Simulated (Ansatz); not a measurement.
Write a Python script for Ansatz's Python interface that makes a test of the smearing width of W, space group Fm-3m. Settings (first run): PBEsol, PAW, the default cutoff (420 eV here), 11×11×11 k-points, Methfessel-Paxton smearing of 0.25 eV. The script varies width (eV): 0.25, 0.15, 0.1, 0.05, 0.025.

```
CELL_PARAMETERS angstrom
0.00000 2.03000 2.03000
2.03000 0.00000 2.03000
2.03000 2.03000 0.00000
ATOMIC_POSITIONS crystal
W 0.00000 0.00000 0.00000
```

The script, `run_smear.py`:
```python
# -*- coding: utf-8 -*-
"""Smearing width test for W."""

import ansatz as az
import numpy as np


def main():
    vectors = np.array([
        [0.0, 2.03, 2.03],
        [2.03, 0.0, 2.03],
        [2.03, 2.03, 0.0],
    ])
    system = az.Lattice.of(vectors).atom("W", (0.0, 0.0, 0.0))

    model = (
        system.calculation()
        .functional(az.Functional.PBESOL)
        .kpoints(spacing=0.26)
    )

    rows = []
    for value in [0.25, 0.15, 0.1, 0.05, 0.025]:
        r = model.occupations("methfessel_paxton", width=value).run(threads=1).report
        rows.append((value, r["free_energy_ev"] / len(r["lattice"]["sites"]), r["n_iterations"], r["n_kpoints"]))

    print("  width (eV)   F/atom (eV)    iterations      k-points")
    for row in rows:
        print(f"{str(row[0]):>12s}  {row[1]:12.5f}  {row[2]:12d}  {row[3]:12d}")

    # the last row is the reference
    for row in rows[:-1]:
        shift = 1000 * (row[1] - rows[-1][1])
        print(f"{row[0]}: {shift:+.2f} meV/atom" + ("  (within 5 meV)" if abs(shift) < 5 else ""))


if __name__ == "__main__":
    main()
```

Running `python run_smear.py` prints:
```text
DeckWarning: basis.ecutwfc = 420 eV, auto-derived from the records' recommended cutoffs: set by W (normal level)
  width (eV)   F/atom (eV)    iterations      k-points
        0.25  -10256.04804             5            56
        0.15  -10256.04846             5            56
         0.1  -10256.04874             5            56
        0.05  -10256.04915             5            56
       0.025  -10256.04921             5            56
0.25: +1.17 meV/atom  (within 5 meV)
0.15: +0.76 meV/atom  (within 5 meV)
0.1: +0.47 meV/atom  (within 5 meV)
0.05: +0.07 meV/atom  (within 5 meV)
```
(Warnings from the package without file and line.)

Going from 0.025 to 0.25 eV changes F by +1.2 meV an atom. This scheme is built to cancel the term in the square of the width, so the shifts stay small and are partly the mesh's error.

Notes:
- The mesh is modest for a metal, so energies can be off by several to tens of meV an atom and pressures by half a GPa or more; differences at equal mesh fare better.
- The narrowest width needs the finest mesh, so the last row is no converged reference.
- Spin-orbit coupling, which matters for elements this heavy, is left out.
- This isn't the structure that W takes at ambient conditions.
- It ran for 3.1 s on 1 thread of Arm Neoverse V2, on a shared host, peak memory 0.33 GiB.

(A comment or docstring line of the script was reworded after the run, the code is as it ran; lines on the test bed's own set-up are left out of the output.)
